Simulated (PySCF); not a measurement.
# C8H17P: the cost of one run

Computed with PySCF 2.14.0 and routines of our own; the level stands in each step. Atoms count from 0.

### Step 1. The starting structure

26 atoms, charge 0, multiplicity 1; geometry from: GFN2-xTB.

### Step 2. Vibronic structure: TDDFT CAM-B3LYP/def2-SVP

Job settings and geometry (Å):

```
{"job": {"kind": "vib", "xc": "CAM-B3LYP", "basis": "def2-SVP", "tda": false}, "charge": 0, "multiplicity": 1}
C      2.702498     0.856370    -0.619587
C      2.331053    -0.571548    -0.364293
C      3.443909    -1.565009    -0.494102
P      0.801793    -1.143431     0.047855
C     -0.201273     0.436934     0.081981
C     -1.677815     0.209206     0.428518
C     -1.793065    -0.384431     1.832218
C     -2.410566     1.554201     0.383181
C     -2.305101    -0.747687    -0.585073
H      3.758825     0.937254    -0.867362
H      2.122435     1.271864    -1.445289
H      2.506046     1.477594     0.255808
H      3.870643    -1.530470    -1.498151
H      4.243764    -1.333059     0.211266
H      3.090220    -2.575455    -0.299427
H     -0.126394     0.913073    -0.900686
H      0.247033     1.112104     0.817528
H     -1.233977    -1.317112     1.890425
H     -2.833204    -0.588644     2.076508
H     -1.393446     0.304030     2.574243
H     -1.965908     2.258780     1.083214
H     -3.457100     1.423833     0.649715
H     -2.363970     1.987135    -0.614053
H     -1.808651    -1.715937    -0.543359
H     -2.206427    -0.355042    -1.595148
H     -3.362369    -0.891941    -0.373280
```

With the program's defaults for keys left out, this is: TDDFT CAM-B3LYP/def2-SVP vertical-gradient vibronic structure (displaced harmonic oscillators, Condon), gas phase.

Started as:

```bash
$ OMP_NUM_THREADS=1 python excited_run.py task.json out
```

This one command runs all jobs of the session in turn.

Q: Estimate the wall time and peak memory of this first job on 1 thread of Arm Neoverse V2, shared host.

About 1.9 min, with a peak of 1.4 GiB.
